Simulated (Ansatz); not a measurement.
# Li2GeN: the cost of one run

Program: Ansatz 0.2.0. Level of theory: DFT PBE, scalar-relativistic, plane waves, PAW. These are calculated values, not measurements.

## (1) The structure to begin with

The structure is hexagonal, space group P6/mmm (No. 191). Conventional cell: a = 3.049 Å, b = 3.049 Å, c = 6.504 Å, α = 90.00°, β = 90.00°, γ = 120.00°. Li (site symmetry 6mm) is surrounded by 1 N at 1.62 Å and 1 Ge at 1.63 Å. Around Ge (site symmetry 6/mmm) lie 2 Li at 1.63 Å. Around N (site symmetry 6/mmm) lie 2 Li at 1.62 Å.

As a file:

```
CELL_PARAMETERS angstrom
3.04852 0.00000 0.00000
-1.52426 2.64010 0.00000
0.00000 0.00000 6.50374
ATOMIC_POSITIONS crystal
Li 0.00000 0.00000 0.74952
Li 0.00000 0.00000 0.25048
Ge 0.00000 0.00000 0.00000
N 0.00000 0.00000 0.50000
```

Recipe of the guess: random cell by space group and Wyckoff sites (P6/mmm, No. 191). The dimensions are guesses.

## (2) Probe: one point on a coarse mesh

Input file input.yaml:

```yaml
crystal:
  lattice:
    - [3.04852063, 0.0, 0.0]
    - [-1.52426032, 2.64009631, 0.0]
    - [0.0, 0.0, 6.50373643]
  atoms:
    - { symbol: Li, position: [0.0, 0.0, 0.74952255] }
    - { symbol: Li, position: [0.0, 0.0, 0.25047745] }
    - { symbol: Ge, position: [0.0, 0.0, 0.0] }
    - { symbol: "N", position: [0.0, 0.0, 0.5] }
basis:
  ecutwfc: 420
kpoints:
  mp_grid: { grid: [6, 6, 4] }
hamiltonian:
  xc: pbe
scf:
  occupations: { method: gaussian, width: 0.1 }
  lower_state_search: "off"
output:
  forces: true
  stress: true
  eigenvalues: true
```

Started as:

```console
> ansatz run input.yaml --threads 1 --pin off --max-ram 2560MiB --backend cpu --events-out ev --progress --plain --runs-dir out
```

What time and memory should one allow on 1 thread of Intel Xeon at 2.50GHz (Skylake/Cascade Lake), shared host?

About 3.8 s, with a peak of 0.33 GiB.
